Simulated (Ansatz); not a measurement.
# Cd6Se6 wurtzite hole sphere (Cd₆H₁₈Se₆): the relaxed shape and its frontier levels

Aim: characterise Cd6Se6 wurtzite hole sphere (Cd₆H₁₈Se₆) as a singlet: its structure, frontier levels and distribution of charge.

Computed with Ansatz 0.2.0, Gaussian basis. Level: RKS PBE0-D4/def2-TZVP.

Levels to be run: relaxation at r2SCAN-D4/def2-SVP; a single point at PBE0-D4/def2-TZVP.

1 further run of the same task is left out (set aside as unsound or not needed).

## 1. The system as given

30 atoms, charge 0, spin multiplicity 1.

Atoms are counted from 1 here; the program's logs count them from 0.

Bond lengths: Se1–Cd2 3.071 Å, Se1–Cd7 3.068 Å, Se1–H13 1.435 Å, Se1–H14 1.436 Å, Cd2–Se4 2.508 Å, Cd2–Se5 3.064 Å, Cd2–H15 1.649 Å, Cd3–Se4 2.983 Å, Cd3–Se8 2.984 Å, Cd3–H16 1.699 Å, Cd3–H17 1.650 Å, Se4–Cd6 2.983 Å, Se4–H18 1.444 Å, Se5–Cd10 3.068 Å, Se5–H19 1.436 Å, Se5–H20 1.435 Å, Cd6–Se12 2.981 Å, Cd6–H21 1.698 Å and more. Angles: Cd2–Se1–Cd7 132.4°, Cd2–Se1–H13 89.2°, Cd2–Se1–H14 113.5°, Cd7–Se1–H13 89.5°, Cd7–Se1–H14 114.1°, H13–Se1–H14 92.5°, Se1–Cd2–Se4 92.8°, Se1–Cd2–Se5 86.3°, Se1–Cd2–H15 106.3°, Se4–Cd2–Se5 92.8°, Se4–Cd2–H15 153.5°, Se5–Cd2–H15 106.3°, Se4–Cd3–Se8 85.7°, Se4–Cd3–H16 100.2°, Se4–Cd3–H17 102.6°, Se8–Cd3–H16 100.2°, Se8–Cd3–H17 102.7°, H16–Cd3–H17 148.7° and more.

Cd takes a core potential in the def2 sets. No spin-orbit coupling is included.

The start is a GFN1-xTB geometry.

## 2. Optimising with r2SCAN-D4/def2-SVP

The input, in.yaml:

```yaml
crystal:
  periodic: [false, false, false]
  atoms:
    - {symbol: Se, position_ang: [0.000210, -2.423740, -2.121890]}
    - {symbol: Cd, position_ang: [-2.809170, -1.618970, -1.178980]}
    - {symbol: Cd, position_ang: [0.002600, -3.072590, 2.237320]}
    - {symbol: Se, position_ang: [-2.027400, -1.169720, 1.161820]}
    - {symbol: Se, position_ang: [-2.097530, 1.208140, -2.121220]}
    - {symbol: Cd, position_ang: [-2.658990, 1.540120, 2.236160]}
    - {symbol: Cd, position_ang: [2.807480, -1.615550, -1.185790]}
    - {symbol: Se, position_ang: [2.029890, -1.168790, 1.156800]}
    - {symbol: Se, position_ang: [2.091100, 1.208490, -2.126060]}
    - {symbol: Cd, position_ang: [0.003390, 3.239440, -1.186390]}
    - {symbol: Cd, position_ang: [2.665030, 1.538490, 2.230490]}
    - {symbol: Se, position_ang: [0.001890, 2.343110, 1.157440]}
    - {symbol: H, position_ang: [-0.002210, -3.487600, -1.159100]}
    - {symbol: H, position_ang: [-0.006830, -3.339850, -3.227810]}
    - {symbol: H, position_ang: [-3.861720, -2.227870, -2.292260]}
    - {symbol: H, position_ang: [0.000450, -4.241640, 1.004650]}
    - {symbol: H, position_ang: [0.004080, -2.725300, 3.850850]}
    - {symbol: H, position_ang: [-3.164330, -1.828320, 1.759790]}
    - {symbol: H, position_ang: [-2.884310, 1.664770, -3.232640]}
    - {symbol: H, position_ang: [-3.019660, 1.742480, -1.160350]}
    - {symbol: H, position_ang: [-3.672500, 2.122500, 1.005240]}
    - {symbol: H, position_ang: [-2.361030, 1.367310, 3.850090]}
    - {symbol: H, position_ang: [3.855000, -2.232790, -2.300000]}
    - {symbol: H, position_ang: [3.168130, -1.828820, 1.750680]}
    - {symbol: H, position_ang: [2.878290, 1.663200, -3.238240]}
    - {symbol: H, position_ang: [3.016340, 1.741850, -1.166140]}
    - {symbol: H, position_ang: [-0.003150, 4.456220, -2.298430]}
    - {symbol: H, position_ang: [2.365920, 1.366360, 3.844370]}
    - {symbol: H, position_ang: [3.674920, 2.121980, 0.995020]}
    - {symbol: H, position_ang: [0.004100, 3.657090, 1.754570]}
basis:
  gaussian: {orbitals: def2-SVP, fitting: {mean_field: def2-universal-jkfit}}
hamiltonian: {xc: r2scan, dispersion: d4}
scf: {lower_state_search: "off"}
output: {orbitals: {seedname: orbitals}}
relax: {f_tol: 0.03, max_steps: 70}
```

Command:

```sh
ansatz run in.yaml --threads 2 --pin off --events-out ev --progress --plain --max-ram 32768MiB --backend cuda --devices 0, --max-vram 18GiB
```

After this run come: Single point, PBE0-D4/def2-TZVP.

Before running them: what should the planned runs give, taken together? Wanted: point group; commonest bond, hydrogen aside; HOMO, LUMO at PBE0-D4/def2-TZVP; dipole at r2SCAN-D4/def2-SVP.

**Answer**, as computed:

| quantity | value |
| --- | --- |
| point group | C3v |
| commonest bond, hydrogen aside | Cd–Se, 15 of mean length 2.772 Å |
| HOMO, LUMO at PBE0-D4/def2-TZVP | -7.00, -1.84 eV |
| dipole at r2SCAN-D4/def2-SVP | 5.32 D |

**Reading.** The relaxation broke 6 and made 0 bonds, so the end is another structure than the start. No usable vibrations, so a minimum isn't proven. The HOMO lies nearest to Se1 30 %; Se5, Se9 about 13 % each and the LUMO to Cd3, Cd6, Cd11 about 16 % each. Whether this spin is the lowest isn't tested here.
